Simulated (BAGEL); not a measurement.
**One shape, several levels: BNH3F3 (SMILES [NH3+][B-](F)(F)F)**

We compute a comparison of 6 runs (HF/3-21G, HF/def2-SVP, HF/ANO-RCC-VDZP, B3LYP/6-31G*, B3LYP/def2-SVP, PBE0/6-31G**) of BNH3F3. 

The calculation is run with BAGEL 1.2.2.

9 further runs of the same task are left out: 4 that didn't finish, 5 set aside as unsound or not needed.

### Step 1. The molecule

BNH3F3 has 8 atoms, charge 0, and is taken as a singlet. SMILES: `[NH3+][B-](F)(F)F`. Geometry: relaxed at PBE0-D4/def2-TZVP.

Bond lengths: N1–B2 1.674 Å, B2–F3 1.368 Å, B2–F4 1.368 Å, B2–F5 1.368 Å, N1–H6 1.015 Å, N1–H7 1.015 Å, N1–H8 1.015 Å. Some angles: N1–B2–F3 104.1°, N1–B2–F4 104.1°, N1–B2–F5 104.1°, F3–B2–F4 114.2°, F3–B2–F5 114.2°, F4–B2–F5 114.2°, B2–N1–H6 110.1°, B2–N1–H7 110.1°, B2–N1–H8 110.1°, H6–N1–H7 108.9°.

### Step 2. The energy at HF/3-21G (run 1)

Input file input.json:

```json
{ "bagel": [

{
  "title": "molecule",
  "basis": "3-21g",
  "df_basis": "qzvpp-jkfit",
  "angstrom": "false",
  "geometry": [
    { "atom": "N", "xyz": [ -0.94826457, -0.09902165,  1.22019616 ] },
    { "atom": "B", "xyz": [  1.00438944,  0.07313240, -1.26252602 ] },
    { "atom": "F", "xyz": [  2.87446241, -1.62592036, -0.71450545 ] },
    { "atom": "F", "xyz": [ -0.47507715, -0.58978352, -3.27659613 ] },
    { "atom": "F", "xyz": [  1.78314557,  2.53846910, -1.28387993 ] },
    { "atom": "H", "xyz": [ -2.41941636,  1.10983615,  0.98643704 ] },
    { "atom": "H", "xyz": [ -0.01190527,  0.36774070,  2.82835309 ] },
    { "atom": "H", "xyz": [ -1.63329029, -1.88235619,  1.39707452 ] }
  ]
},
{ "title": "hf", "df": "false" },
{ "title": "print", "file": "orbitals.molden", "orbitals": "true" }

]}
```

Started as:

```bash
BAGEL_NUM_THREADS=1 BAGEL input.json > input.out
```

Standard output:

```text
* using 1 threads per process

  ===============================================================
  ===============================================================

  *** Geometry ***

  { "atom" : "N", "xyz" : [     -0.948265,     -0.099022,      1.220196 ] },
  { "atom" : "B", "xyz" : [      1.004389,      0.073132,     -1.262526 ] },
  { "atom" : "F", "xyz" : [      2.874462,     -1.625920,     -0.714505 ] },
[... 4 lines of this table left out ...]
  { "atom" : "H", "xyz" : [     -1.633290,     -1.882356,      1.397075 ] },

  Number of auxiliary basis functions:      437

  Since a DF basis is specified, we compute 2- and 3-index integrals:
    o Being stored without compression. Storage requirement is 0.009 GB

  Number of basis functions:       51
  Number of electrons      :       42

    * METHOD: MOLECULE                             0.22

  *** RHF ***

  === Nuclear Repulsion ===
   191.4391231369

      * DIIS with orbital gradients will be used.

  === RHF iteration (3-21g) ===
      0       -373.00869078          0.05004670           0.08
      1       -377.13155985          0.03924773           0.08
      2       -377.38875458          0.00579431           0.08
[... 9 lines of this table left out ...]
     12       -377.40485098          0.00000000           0.06
    * SCF iteration converged.

    * Permanent dipole moment:
           (    1.672691,     0.147693,    -2.127209) a.u.

    * METHOD: HF                                   1.09

    * METHOD: PRINT                                0.01

  ===============================================================
```

It took 1.5 s on 1 thread of Arm Neoverse N1, shared host; peak memory 0.27 GiB.

### Step 3. The energy at HF/def2-SVP (run 2)

Input file input.json:

```json
{ "bagel" : [

{
  "title" : "molecule",
  "basis" : "svp",
  "df_basis" : "qzvpp-jkfit",
  "angstrom" : "false",
  "geometry" : [
    { "atom" : "N", "xyz" : [ -0.94826457, -0.09902165,  1.22019616 ] },
    { "atom" : "B", "xyz" : [  1.00438944,  0.07313240, -1.26252602 ] },
    { "atom" : "F", "xyz" : [  2.87446241, -1.62592036, -0.71450545 ] },
    { "atom" : "F", "xyz" : [ -0.47507715, -0.58978352, -3.27659613 ] },
    { "atom" : "F", "xyz" : [  1.78314557,  2.53846910, -1.28387993 ] },
    { "atom" : "H", "xyz" : [ -2.41941636,  1.10983615,  0.98643704 ] },
    { "atom" : "H", "xyz" : [ -0.01190527,  0.36774070,  2.82835309 ] },
    { "atom" : "H", "xyz" : [ -1.63329029, -1.88235619,  1.39707452 ] }
  ]
},
{
  "title" : "hf",
  "charge" : 0,
  "df" : "false"
},
{
  "title" : "print",
  "file" : "orbitals.molden",
  "orbitals" : "true"
}

]}
```

Started as:

```bash
BAGEL_NUM_THREADS=1 BAGEL input.json > input.out
```

Standard output:

```text
* using 1 threads per process

  ===============================================================
  ===============================================================

  *** Geometry ***

  { "atom" : "N", "xyz" : [     -0.948265,     -0.099022,      1.220196 ] },
  { "atom" : "B", "xyz" : [      1.004389,      0.073132,     -1.262526 ] },
  { "atom" : "F", "xyz" : [      2.874462,     -1.625920,     -0.714505 ] },
[... 4 lines of this table left out ...]
  { "atom" : "H", "xyz" : [     -1.633290,     -1.882356,      1.397075 ] },

  Number of auxiliary basis functions:      437

  Since a DF basis is specified, we compute 2- and 3-index integrals:
    o Being stored without compression. Storage requirement is 0.025 GB

  Number of basis functions:       85
  Number of electrons      :       42

    * METHOD: MOLECULE                             0.31

  *** RHF ***

  === Nuclear Repulsion ===
   191.4391231369

      * DIIS with orbital gradients will be used.

  === RHF iteration (svp) ===
      0       -365.58564602          0.05229781           0.63
      1       -377.13348976          0.06129527           0.64
      2       -378.87057791          0.02429603           0.60
[... 10 lines of this table left out ...]
     13       -379.12088736          0.00000000           0.43
    * SCF iteration converged.

    * Permanent dipole moment:
           (    1.593492,     0.140711,    -2.026494) a.u.

    * METHOD: HF                                   7.83

    * METHOD: PRINT                                0.03

  ===============================================================
```

It took 8.4 s on 1 thread of Arm Neoverse N1, shared host; peak memory 0.081 GiB.

### Step 4. A single-point energy at HF/ANO-RCC-VDZP (DC, density fitting with svp-jkfit, Cartesian functions) (run 3)

Input file input.json:

```json
{ "bagel" : [

{
  "title" : "molecule",
  "basis" : "ano-rcc-vdzp.json",
  "df_basis" : "svp-jkfit",
  "angstrom" : true,
  "cartesian" : true,
  "geometry" : [
    { "atom" : "N", "xyz" : [   -0.501800,   -0.052400,    0.645700 ] },
    { "atom" : "B", "xyz" : [    0.531500,    0.038700,   -0.668100 ] },
    { "atom" : "F", "xyz" : [    1.521100,   -0.860400,   -0.378100 ] },
    { "atom" : "F", "xyz" : [   -0.251400,   -0.312100,   -1.733900 ] },
    { "atom" : "F", "xyz" : [    0.943600,    1.343300,   -0.679400 ] },
    { "atom" : "H", "xyz" : [   -1.280300,    0.587300,    0.522000 ] },
    { "atom" : "H", "xyz" : [   -0.006300,    0.194600,    1.496700 ] },
    { "atom" : "H", "xyz" : [   -0.864300,   -0.996100,    0.739300 ] }
  ]
},
{ "title" : "hf" },
{ "title" : "dhf", "gaunt" : false, "breit" : false, "thresh" : 1.0e-6, "maxiter" : 50 }

]}
```

The basis set ANO-RCC-VDZP is read from a file made from the Basis Set Exchange's data (not shown).

Started as:

```bash
BAGEL_NUM_THREADS=1 BAGEL input.json > input.out
```

Standard output:

```text
* using 1 threads per process

  ===============================================================
  ===============================================================

  Cartesian basis functions are used
  *** Geometry ***

[... 31 lines left out ...]
    * Permanent dipole moment:
[... 16 lines left out ...]
imaginary part of energy is nonzero!! Perhaps Fock is not Hermite for some reasons 2.36331562e-11
[... 3 lines left out ...]
imaginary part of energy is nonzero!! Perhaps Fock is not Hermite for some reasons -7.545414987e-11
[... 3 lines left out ...]
    * SCF iteration converged.
[... 1 line left out ...]
    * Permanent dipole moment: Dirac Hartree-Fock
           (    1.583558,     0.139839,    -2.013866) a.u.

    * METHOD: DHF                                 75.98

  ===============================================================
```

Wall time 80 s (1 thread of Arm Neoverse N1, shared host); peak memory 0.96 GiB.

Runs 4 to 5 aren't shown in full; the table further down has their settings and results.

### Step 5. Energy and forces at PBE0/6-31G(d,p) (density fitting with qzvpp-jkfit, spherical functions) (run 6)

Input file calc.json:

```json
{ "bagel" : [

{
  "title" : "molecule",
  "basis" : "6-31gss.json",
  "df_basis" : "qzvpp-jkfit",
  "angstrom" : true,
  "geometry" : [
    { "atom" : "N", "xyz" : [   -0.501800,   -0.052400,    0.645700 ] },
    { "atom" : "B", "xyz" : [    0.531500,    0.038700,   -0.668100 ] },
    { "atom" : "F", "xyz" : [    1.521100,   -0.860400,   -0.378100 ] },
    { "atom" : "F", "xyz" : [   -0.251400,   -0.312100,   -1.733900 ] },
    { "atom" : "F", "xyz" : [    0.943600,    1.343300,   -0.679400 ] },
    { "atom" : "H", "xyz" : [   -1.280300,    0.587300,    0.522000 ] },
    { "atom" : "H", "xyz" : [   -0.006300,    0.194600,    1.496700 ] },
    { "atom" : "H", "xyz" : [   -0.864300,   -0.996100,    0.739300 ] }
  ]
},
{
  "title" : "force",
  "method" : [
    {
      "title" : "ks",
      "xc_func" : "pbe0"
    }
  ]
}

]}
```

The basis set 6-31G** is read from a file made from the Basis Set Exchange's data (not shown).

Started as:

```bash
BAGEL_NUM_THREADS=1 BAGEL calc.json > calc.out
```

Standard output:

```text
* using 1 threads per process

  ===============================================================
  ===============================================================

  *** Geometry ***

  { "atom" : "N", "xyz" : [     -0.948265,     -0.099022,      1.220196 ] },
  { "atom" : "B", "xyz" : [      1.004389,      0.073132,     -1.262526 ] },
  { "atom" : "F", "xyz" : [      2.874462,     -1.625920,     -0.714505 ] },
[... 4 lines of this table left out ...]
  { "atom" : "H", "xyz" : [     -1.633290,     -1.882356,      1.397075 ] },

[... 14 lines left out ...]
    * Removing 15662 points whose weight is below 1.00e-10
[... 13 lines left out ...]
    * SCF iteration converged.
[... 1 line left out ...]
    * Permanent dipole moment:
[... 38 lines left out ...]
    * METHOD: FORCE                               17.21

  ===============================================================
```

Wall time 18 s (1 thread of Arm Neoverse N1, shared host); peak memory 1 GiB.

### Step 6. Overview of the runs

```tsv
run	level	integral approximation	Cartesian functions	energy (Eh)	dipole moment (D)	HOMO energy (eV)	LUMO energy (eV)	wall time
1	HF/3-21G	none	no	-377.404851	6.89	-14.78	5.31	1.5 s
2	HF/def2-SVP	none	no	-379.120887	6.56	-15.14	3.40	8.4 s
3	HF/ANO-RCC-VDZP (DC, density fitting with svp-jkfit, Cartesian functions)	svp-jkfit	yes	-379.863906	6.52	–	–	80 s
4	B3LYP/6-31G* (density fitting with qzvpp-jkfit, spherical functions)	qzvpp-jkfit	no	-381.131288	6.12	-9.06	0.67	9.3 s
5	B3LYP/def2-SVP (density fitting with qzvpp-jkfit)	qzvpp-jkfit	no	-380.862794	6.30	-9.43	0.01	11 s
6	PBE0/6-31G** (density fitting with qzvpp-jkfit, spherical functions)	qzvpp-jkfit	no	-380.760269	6.15	–	–	18 s
```

### Step 7. Outcome

| quantity | value |
| --- | --- |
| run 6: total energy | -380.76027 Eh |
| run 6: dipole moment | 6.15 D |
| run 6: largest force on an atom | 0.272 eV/Å |

In words: The dipole moment (its size) runs from 6.12 D (B3LYP/6-31G*) to 6.89 D (HF/3-21G). The two ends differ in method and basis. Over runs 1, 2, 4, 5 the HOMO–LUMO gap runs from 9.44 eV (B3LYP/def2-SVP) to 20.09 eV (HF/3-21G). Totals of different functionals can't be ranked against each other. All runs together took 2.1 min, the longest 80 s.
